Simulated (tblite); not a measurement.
# C2H11PSSi2: the cost of one run

Programs: tblite 0.8.0 and PySCF 2.14.0, with density-fitted response routines of our own. Each step states its level of theory. These are calculated values for one molecule in the gas phase, unless marked as measured. Atoms are numbered from 0 throughout.

**1. The starting structure**

17 atoms, charge 0, multiplicity 1; geometry from: force field or distance geometry start.

Bonds of the start (Å): C0–Si1 1.86, Si1–Si2 2.22, Si2–P3 2.20, Si2–S4 2.14, S4–C5 1.79, C0–H6 1.11, C0–H7 1.11, C0–H8 1.11, Si1–H9 1.49, Si1–H10 1.48, Si2–H11 1.48, P3–H12 1.45, P3–H13 1.43, C5–H14 1.10, C5–H15 1.10, C5–H16 1.10.

**2. Geometry optimisation with GFN2-xTB**

What the job is given:

```
{"job": {"kind": "relax", "xc": "GFN2-xTB", "basis": "xTB"}, "charge": 0, "multiplicity": 1}
C     -1.779800    -1.959000    -0.398900
Si    -0.542700    -0.959100     0.568100
Si    -0.116900     1.012200    -0.366600
P     -1.274500     2.570900     0.661600
S      1.939300     1.586800    -0.186100
C      3.001900     0.218000     0.276800
H     -1.304200    -2.641900    -1.130600
H     -2.462900    -1.293400    -0.961500
H     -2.341000    -2.608000     0.309300
H     -1.078200    -0.726900     1.941300
H      0.677300    -1.784200     0.651000
H     -0.437800     0.930400    -1.810200
H     -2.381900     2.069400     1.455500
H     -1.560700     3.724400    -0.125000
H      2.838100    -0.596600    -0.450100
H      4.050000     0.557800     0.194500
H      2.767100    -0.088900     1.309600
```

Started as:

```sh
$ OMP_NUM_THREADS=1 python probes_run.py task.json out
```

One launch serves the whole session: the jobs run in the order shown.

**Question.** How long does this first job take on 1 thread of Arm Neoverse V1, shared host, and how much memory does it need?

About 2.6 s, with a peak of 0.18 GiB.
